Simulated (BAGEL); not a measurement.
# CH5AlOSi (SMILES [CH2]1O[SiH2][AlH]1): a chain of runs

We compute the energy (HF/def2-SV(P)), then the energy (NEVPT2(2,2)/def2-SV(P)), then the energy (CASPT2(2,2)/def2-SV(P)) of CH5AlOSi. 

The results are computed with BAGEL 1.2.2.

2 further runs of the same task are left out: 2 set aside as unsound or not needed.

### 1 Starting point

CH5AlOSi: 9 atoms, total charge 0, spin state singlet. SMILES: `[CH2]1O[SiH2][AlH]1`. The Si3–H7 distance was set to 2.838 Å, away from the relaxed value. At this shape a bond of the SMILES string is far longer than usual.

Bond lengths: C1–O2 1.447 Å, O2–Si3 1.676 Å, C1–Al4 2.001 Å, Si3–Al4 2.424 Å, C1–H5 1.096 Å, C1–H6 1.096 Å, Si3–H8 1.493 Å, Al4–H9 1.591 Å. Some angles: C1–O2–Si3 113.4°, O2–C1–Al4 97.8°, O2–Si3–Al4 77.1°, C1–Al4–Si3 71.7°, O2–C1–H5 109.2°, O2–C1–H6 109.2°, Al4–C1–H5 116.8°, Al4–C1–H6 116.7°, O2–Si3–H8 111.0°, Al4–Si3–H8 123.7°.

### 2 A single-point energy at HF/def2-SV(P) (density fitting with svp-jkfit) (run 1)

The input, input.json:

```json
{ "bagel" : [

{
  "title" : "molecule",
  "basis" : "def2-sv_p_.json",
  "df_basis" : "svp-jkfit",
  "geometry" : [
    { "atom" : "C", "xyz" : [ -2.98343347,  2.12680361, -2.04990876 ] },
    { "atom" : "O", "xyz" : [ -1.22409844,  0.15430748, -2.74797359 ] },
    { "atom" : "Si", "xyz" : [ -0.94687562, -2.11827716, -0.55834793 ] },
    { "atom" : "Al", "xyz" : [ -4.02070413,  0.72235915,  1.30359922 ] },
    { "atom" : "H", "xyz" : [ -4.45798676,  2.26872204, -3.49857281 ] },
    { "atom" : "H", "xyz" : [ -1.99472876,  3.94755473, -2.03006664 ] },
    { "atom" : "H", "xyz" : [  4.11525658, -2.52902047,  1.16218157 ] },
    { "atom" : "H", "xyz" : [ -1.59958702, -4.64427407, -1.63379107 ] },
    { "atom" : "H", "xyz" : [ -5.90343827,  1.54079953,  3.50059481 ] }
  ]
},
{
  "title" : "hf"
},
{
  "title" : "print",
  "file" : "orbitals.molden",
  "orbitals" : true
}

]}
```

The basis set def2-SV(P) is read from a file made from the Basis Set Exchange's data (not shown).

Run with:

```sh
$ BAGEL_NUM_THREADS=1 BAGEL input.json > input.out
```

What it wrote:

```text
* using 1 threads per process

  ===============================================================
  ===============================================================

  *** Geometry ***

  { "atom" : "C", "xyz" : [     -2.983433,      2.126804,     -2.049909 ] },
  { "atom" : "O", "xyz" : [     -1.224098,      0.154307,     -2.747974 ] },
  { "atom" : "Si", "xyz" : [     -0.946876,     -2.118277,     -0.558348 ] },
  { "atom" : "Al", "xyz" : [     -4.020704,      0.722359,      1.303599 ] },
  { "atom" : "H", "xyz" : [     -4.457987,      2.268722,     -3.498573 ] },
  { "atom" : "H", "xyz" : [     -1.994729,      3.947555,     -2.030067 ] },
  { "atom" : "H", "xyz" : [      4.115257,     -2.529020,      1.162182 ] },
  { "atom" : "H", "xyz" : [     -1.599587,     -4.644274,     -1.633791 ] },
  { "atom" : "H", "xyz" : [     -5.903438,      1.540800,      3.500595 ] },

  Number of auxiliary basis functions:      498

  Since a DF basis is specified, we compute 2- and 3-index integrals:
    o Being stored without compression. Storage requirement is 0.022 GB

  Number of basis functions:       74
  Number of electrons      :       46

    * METHOD: MOLECULE                             0.21

  *** RHF ***

  === Nuclear Repulsion ===
   195.5313865230

      * DIIS with orbital gradients will be used.

  === RHF iteration (def2-sv_p_.json) ===
      0       -645.85420979          0.01836733           0.07
      1       -645.96522467          0.01426595           0.06
      2       -646.04420340          0.00178059           0.06
      3       -646.04692792          0.00063006           0.06
      4       -646.04721144          0.00016349           0.06
      5       -646.04724585          0.00005245           0.06
      6       -646.04725000          0.00002117           0.06
      7       -646.04725068          0.00000629           0.06
      8       -646.04725074          0.00000231           0.06
      9       -646.04725075          0.00000093           0.06
     10       -646.04725075          0.00000039           0.06
     11       -646.04725075          0.00000011           0.06
     12       -646.04725075          0.00000004           0.06
     13       -646.04725075          0.00000002           0.06
     14       -646.04725075          0.00000001           0.06
    * SCF iteration converged.

    * Permanent dipole moment:
           (    2.154543,    -0.587669,    -0.422459) a.u.

    * METHOD: HF                                   1.11

    * METHOD: PRINT                                0.01

  ===============================================================
```

Wall time 1.5 s (1 thread of Arm Neoverse V2, shared host); peak memory 0.15 GiB.

### 3 The energy at NEVPT2(2,2)/def2-SV(P) (density fitting with svp-jkfit) (run 2)

The input, nevpt2.json:

```json
{ "bagel" : [

{
  "title" : "molecule",
  "basis" : "def2-sv_p_.json",
  "df_basis" : "svp-jkfit",
  "angstrom" : false,
  "geometry" : [
    { "atom" : "C", "xyz" : [ -2.98343347,  2.12680361, -2.04990876 ] },
    { "atom" : "O", "xyz" : [ -1.22409844,  0.15430748, -2.74797359 ] },
    { "atom" : "Si", "xyz" : [ -0.94687562, -2.11827716, -0.55834793 ] },
    { "atom" : "Al", "xyz" : [ -4.02070413,  0.72235915,  1.30359922 ] },
    { "atom" : "H", "xyz" : [ -4.45798676,  2.26872204, -3.49857281 ] },
    { "atom" : "H", "xyz" : [ -1.99472876,  3.94755473, -2.03006664 ] },
    { "atom" : "H", "xyz" : [  4.11525658, -2.52902047,  1.16218157 ] },
    { "atom" : "H", "xyz" : [ -1.59958702, -4.64427407, -1.63379107 ] },
    { "atom" : "H", "xyz" : [ -5.90343827,  1.54079953,  3.50059481 ] }
  ]
},
{
  "title" : "hf"
},
{
  "title" : "nevpt2",
  "nstate" : 1,
  "nact" : 2,
  "nclosed" : 22,
  "active" : [23, 24],
  "maxiter" : 200,
  "natocc" : true,
  "ncore" : 12
},
{
  "title" : "print",
  "file" : "orbitals.molden",
  "orbitals" : true
}

]}
```

The basis set def2-SV(P) is read from a file made from the Basis Set Exchange's data (not shown).

Run with:

```sh
$ BAGEL_NUM_THREADS=1 BAGEL nevpt2.json > nevpt2.out
```

What it wrote:

```text
* using 1 threads per process

  ===============================================================
  ===============================================================

  *** Geometry ***

  { "atom" : "C", "xyz" : [     -2.983433,      2.126804,     -2.049909 ] },
  { "atom" : "O", "xyz" : [     -1.224098,      0.154307,     -2.747974 ] },
  { "atom" : "Si", "xyz" : [     -0.946876,     -2.118277,     -0.558348 ] },
[... 5 lines of this table left out ...]
  { "atom" : "H", "xyz" : [     -5.903438,      1.540800,      3.500595 ] },

  Number of auxiliary basis functions:      498

  Since a DF basis is specified, we compute 2- and 3-index integrals:
    o Being stored without compression. Storage requirement is 0.022 GB

  Number of basis functions:       74
  Number of electrons      :       46

    * METHOD: MOLECULE                             0.21

  *** RHF ***

  === Nuclear Repulsion ===
   195.5313865230

      * DIIS with orbital gradients will be used.

  === RHF iteration (def2-sv_p_.json) ===
      0       -645.85420979          0.01836733           0.06
      1       -645.96522467          0.01426595           0.06
      2       -646.04420340          0.00178059           0.06
[... 11 lines of this table left out ...]
     14       -646.04725075          0.00000001           0.06
    * SCF iteration converged.

    * Permanent dipole moment:
           (    2.154543,    -0.587669,    -0.422459) a.u.

    * METHOD: HF                                   1.09

    * freezing 12 orbitals
  ---------------------------
      CASSCF calculation
  ---------------------------

    ==== Active orbitals : =====
         Orbital 23
         Orbital 24
    ============================

    * nstate   :      1
    * nclosed  :     22
    * nact     :      2
    * nvirt    :     50
  === CASSCF iteration (def2-sv_p_.json) ===

    * Using the second-order algorithm

      0  0      -646.05457928     1.91e-03      0.02

      1  0      -646.08861555     2.86e-03      0.31
[... 23 lines of this table left out ...]
     13  0      -646.10252286     6.82e-09      0.30

    * Second-order optimization converged. *

     guess   0:   closed 1.                   open ..

  === FCI iteration ===

      0  0      -646.03952672     7.37e-02      0.00
      1  0      -646.09923426     1.61e-02      0.00
      2  0 *    -646.10252286     3.14e-16      0.00

     * ci vector, state   0, <S^2> = 0.0000
       2.     0.9184610997
       .2    -0.3955113253

  === DF-NEVPT2 calculation ===

    * 3-index integral transformation done
    * assembly done

      NEVPT2 correlation energy:   -0.4265233830      0.09

          (+0)     -0.3930058989
          (+0)'    -0.0046521144
          (+1)     -0.0117368249
          (+1)'    -0.0000000000
          (+2)     -0.0002808843
          (-1)     -0.0164056605
          (-1)'     0.0000000000
          (-2)     -0.0004420000

      NEVPT2 total energy:       -646.5290462391

    * METHOD: NEVPT2                               4.89

    * METHOD: PRINT                                0.01

  ===============================================================
```

Wall time 6.6 s (1 thread of Arm Neoverse V2, shared host); peak memory 0.15 GiB.

### 4 The energy at CASPT2(2,2)/def2-SV(P) (density fitting with svp-jkfit) (run 3)

The input, input.json:

```json
{ "bagel" : [

{
  "title" : "molecule",
  "basis" : "def2-sv_p_.json",
  "df_basis" : "svp-jkfit",
  "angstrom" : "false",
  "geometry" : [
    { "atom" : "C", "xyz" : [    -2.98343347,     2.12680361,    -2.04990876 ] },
    { "atom" : "O", "xyz" : [    -1.22409844,     0.15430748,    -2.74797359 ] },
    { "atom" : "Si", "xyz" : [    -0.94687562,    -2.11827716,    -0.55834793 ] },
    { "atom" : "Al", "xyz" : [    -4.02070413,     0.72235915,     1.30359922 ] },
    { "atom" : "H", "xyz" : [    -4.45798676,     2.26872204,    -3.49857281 ] },
    { "atom" : "H", "xyz" : [    -1.99472876,     3.94755473,    -2.03006664 ] },
    { "atom" : "H", "xyz" : [     4.11525658,    -2.52902047,     1.16218157 ] },
    { "atom" : "H", "xyz" : [    -1.59958702,    -4.64427407,    -1.63379107 ] },
    { "atom" : "H", "xyz" : [    -5.90343827,     1.54079953,     3.50059481 ] }
  ]
},

{
  "title" : "hf"
},

{
  "title" : "casscf",
  "nstate" : 1,
  "nact" : 2,
  "nclosed" : 22,
  "active" : [23, 24],
  "maxiter" : 200,
  "natocc" : "true"
},

{
  "title" : "print",
  "file" : "orbitals.molden",
  "orbitals" : "true"
},

{
  "title" : "smith",
  "method" : "caspt2",
  "ms" : "true",
  "xms" : "true",
  "sssr" : "true",
  "shift" : 0.2,
  "shift_imag" : "true",
  "ncore" : 12
}

]}
```

The basis set def2-SV(P) is read from a file made from the Basis Set Exchange's data (not shown).

Run with:

```sh
$ BAGEL_NUM_THREADS=1 BAGEL input.json > input.out
```

What it wrote:

```text
* using 1 threads per process

  ===============================================================
  ===============================================================

  *** Geometry ***

  { "atom" : "C", "xyz" : [     -2.983433,      2.126804,     -2.049909 ] },
  { "atom" : "O", "xyz" : [     -1.224098,      0.154307,     -2.747974 ] },
  { "atom" : "Si", "xyz" : [     -0.946876,     -2.118277,     -0.558348 ] },
[... 5 lines of this table left out ...]
  { "atom" : "H", "xyz" : [     -5.903438,      1.540800,      3.500595 ] },

  Number of auxiliary basis functions:      498

  Since a DF basis is specified, we compute 2- and 3-index integrals:
    o Being stored without compression. Storage requirement is 0.022 GB

  Number of basis functions:       74
  Number of electrons      :       46

    * METHOD: MOLECULE                             0.21

  *** RHF ***

  === Nuclear Repulsion ===
   195.5313865230

      * DIIS with orbital gradients will be used.

[... 6 lines left out ...]
    * SCF iteration converged.
[... 1 line left out ...]
    * Permanent dipole moment:
[... 27 lines left out ...]
    * Second-order optimization converged. *
[... 9 lines left out ...]
     * ci vector, state   0, <S^2> = 0.0000
[... 16 lines left out ...]
    * Zeroth order energy : state  0       -0.4566492879

    * CASPT2 iteration is performed using orthogonal basis

      -------------------------------------------  CASPT2 iteration  ---------------------------------------------------
       #      aibj      arbs      arbi      airj      risj      airs      arst      rist         Etot      error   time
      ------------------------------------------------------------------------------------------------------------------

       0  -0.39112  -0.00060  -0.01724  -0.01285  -0.00047  -0.00440  -0.00000  -0.00000   -0.4266724  0.0006182   0.04
       1  -0.39116  -0.00061  -0.01726  -0.01292  -0.00049  -0.00447   0.00000  -0.00000   -0.4269073  0.0001028   0.03
       2  -0.39116  -0.00061  -0.01726  -0.01292  -0.00049  -0.00447  -0.00000  -0.00000   -0.4269136  0.0000188   0.04
       3  -0.39116  -0.00061  -0.01726  -0.01292  -0.00049  -0.00447  -0.00000  -0.00000   -0.4269139  0.0000034   0.04
       4  -0.39116  -0.00061  -0.01726  -0.01292  -0.00049  -0.00447   0.00000  -0.00000   -0.4269139  0.0000005   0.04

      ------------------------------------------------------------------------------------------------------------------

    * CASPT2 energy : state  0     -646.5324285252
        w/o shift correction       -646.5294367128
        reference weight              0.8633747262

    * METHOD: SMITH                                0.34

  ===============================================================
```

Wall time 6.6 s (1 thread of Arm Neoverse V2, shared host); peak memory 0.15 GiB.

### 5 Outcome

| quantity | value |
| --- | --- |
| run 1, HF/def2-SV(P): total energy | -646.04725 Eh |
| run 1, HF/def2-SV(P): dipole moment | 5.78 D |
| run 1, HF/def2-SV(P): HOMO energy | -7.97 eV |
| run 1, HF/def2-SV(P): LUMO energy | -0.24 eV |
| run 1, HF/def2-SV(P): HOMO–LUMO gap | 7.74 eV |
| run 2, NEVPT2(2,2)/def2-SV(P): total energy | -646.52905 Eh |
| run 3, CASPT2(2,2)/def2-SV(P): total energy | -646.53243 Eh |
